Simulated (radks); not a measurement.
# Rb²⁺ in [Ar] 3d10 4s2 4p5: an all-electron calculation

Wanted: eigenvalues, radial structure and energy terms of the rubidium ion Rb2+.

Program: radks (a radial shooting solver on a logarithmic mesh, Libxc functionals) version 1. Level of theory: scalar-relativistic Kohn-Sham, LDA (Slater exchange, Perdew-Wang correlation), spin-polarised, spherical densities, point nucleus; open shells are filled with parallel spins first. These are calculated values, not measurements, unless marked.

## Step 1: Starting point

* element: rubidium (Z = 37)
* charge: +2
* electrons: 35
* configuration: [Ar] 3d10 4s2 4p5

Outer shells as boxes (Hund's rule):

Rb²⁺
```
[Ar] core
3d [↑↓][↑↓][↑↓][↑↓][↑↓]
4s [↑↓]
4p [↑↓][↑↓][↑ ]
```

## Step 2: The run

Settings of this run:

```text
Z 37
configuration [Ar] 3d10 4s2 4p5 5s0 4d0 5p0 4f0
relativity scalar-relativistic
functional lda,pw
spin polarised
nucleus point
c 137.035999084
```

Command:

```console
$ python run_ks.py task.json out
```

The same process makes all the runs of this session.

What does the calculation give?

The runs gave:

```
                        quantity                     value
                    total energy       -2976.47685 hartree
exchange-correlation share of it                    3.24 %
                            −T/E                    1.0239
          highest occupied level       4p down, -33.447 eV
    most extended occupied level  4p down, <r> = 1.64 bohr
 radius at density 0.001 e/bohr³                 3.41 bohr
    maxima of the radial density                         3
         ionisation energy, NIST     39.247 (semi-emp.) eV
```

What this shows: 4 principal shells are occupied and 3 maxima appear in the radial density; where shells overlap, one shows as a shoulder or not at all. −T/E is 1.024: with relativity the kinetic term as defined here no longer equals −E. Minus the highest eigenvalue, 33.447 eV, is 85 % of the tabulated ionisation energy (39.247 eV); the potential of a semilocal functional falls off too fast, so its top eigenvalue is too shallow. Open shells are spherical and high-spin; term and fine-structure splittings are not resolved.
